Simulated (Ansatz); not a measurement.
# BGaH4O: one species, many methods

An exercise on one series of results from a longer session: the logs are not shown, and one member is left open.

Computed with Ansatz 0.2.0, Gaussian basis. Level: functionals in def2-TZVPP, the program's frozen cores in correlated methods.

The runs, in order: LDA (SPW92), PBE-D4, revPBE-D4, BLYP-D4, r2SCAN-D4, B97M-V, PBE0-D4, B3LYP-D4, r2SCANh-D4, r2SCAN0-D4, HSE06-D4, BHLYP-D4, CAM-B3LYP-D4, LC-ωPBE, ωB97X-V, ωB97M-V, B2PLYP, PBE-QIDH; CCSD(T)/def2-SVP; CCSD(T)/def2-TZVPP; MP2/def2-QZVPP; extrapolation to the limit; RPA on PBE.

## Structure used throughout

All runs share one geometry, relaxed beforehand with PBE0-D4 in a triple-zeta def2 set.

7 atoms, charge 0, spin multiplicity 1.

Atoms are counted from 1 here; the program's logs count them from 0.

Bond lengths: O1–B2 1.354 Å, O1–H4 0.962 Å, B2–Ga3 2.100 Å, B2–H5 1.210 Å, Ga3–H6 1.579 Å, Ga3–H7 1.579 Å. Angles: B2–O1–H4 113.8°, O1–B2–Ga3 119.2°, O1–B2–H5 118.2°, Ga3–B2–H5 122.6°, B2–Ga3–H6 122.5°, B2–Ga3–H7 122.5°, H6–Ga3–H7 114.9°.

Set-up of the first run:

The input, in.yaml:

```yaml
crystal:
  periodic: [false, false, false]
  atoms:
    - {symbol: O, position_ang: [-1.530769, -0.581629, -0.508676]}
    - {symbol: B, position_ang: [-0.295197, -0.054064, -0.680610]}
    - {symbol: Ga, position_ang: [0.919435, 0.279928, 1.000197]}
    - {symbol: H, position_ang: [-2.019142, -0.701379, -1.329022]}
    - {symbol: H, position_ang: [0.063863, 0.206682, -1.805854]}
    - {symbol: H, position_ang: [0.925652, 1.650444, 1.783467]}
    - {symbol: H, position_ang: [1.936158, -0.799981, 1.540498]}
basis:
  gaussian: {orbitals: def2-TZVPP}
hamiltonian: {xc: lda}
output: {orbitals: {seedname: orbitals}}
```

Run with:

```sh
$ ansatz run in.yaml --threads 2 --pin off --events-out ev --progress --plain --max-ram 4352MiB
```

Among the steps run: LDA; PBE-D4 (GGA); revPBE-D4 (GGA); BLYP-D4 (GGA); r2SCAN-D4 (meta-GGA); B97M-V (meta-GGA); B3LYP-D4 (hybrid); r2SCANh-D4 (hybrid); r2SCAN0-D4 (hybrid); HSE06-D4 (hybrid); BHLYP-D4 (hybrid); CAM-B3LYP-D4 (range-separated); LC-ωPBE (range-separated); ωB97X-V (range-separated); ωB97M-V (range-separated); B2PLYP (double hybrid); PBE-QIDH (double hybrid).

One table of the session follows, with a row left open; its other results are not shown here.

It belongs to the step «Orbital energies across the functionals». 

| functional | HOMO (eV) | LUMO (eV) | gap (eV) |
| --- | --- | --- | --- |
| LDA (SPW92) | -6.03 | -2.65 | 3.38 |
| PBE-D4 | -5.94 | -2.39 | 3.55 |
| revPBE-D4 | -5.90 | -2.27 | 3.63 |
| BLYP-D4 | -5.85 | -2.34 | 3.51 |
| r2SCAN-D4 | ? | ? | ? |
| B97M-V | -6.27 | -2.33 | 3.94 |
| PBE0-D4 | -7.11 | -1.57 | 5.54 |
| B3LYP-D4 | -6.94 | -1.85 | 5.09 |
| r2SCANh-D4 | -6.62 | -1.82 | 4.80 |
| r2SCAN0-D4 | -7.27 | -1.41 | 5.86 |
| HSE06-D4 | -6.71 | -1.94 | 4.77 |
| BHLYP-D4 | -8.22 | -0.83 | 7.39 |
| CAM-B3LYP-D4 | -8.46 | -0.68 | 7.77 |
| LC-ωPBE | -9.77 | 0.54 | 10.32 |
| ωB97X-V | -9.43 | 0.38 | 9.81 |
| ωB97M-V | -9.25 | 0.12 | 9.37 |

Q: Estimate the row for r2SCAN-D4 from the others.

Worked estimate for «HOMO (eV)». Against the share of exact exchange, r2SCANh-D4 (0.1, -6.62), r2SCAN0-D4 (0.25, -7.27) give a slope of -4.33 per unit share; at 0 the line stands at -6.19.

**Answer.** HOMO (eV): -6.18; LUMO (eV): -2.10; gap (eV): 4.08. In «HOMO (eV)» the line misses by -0.01.
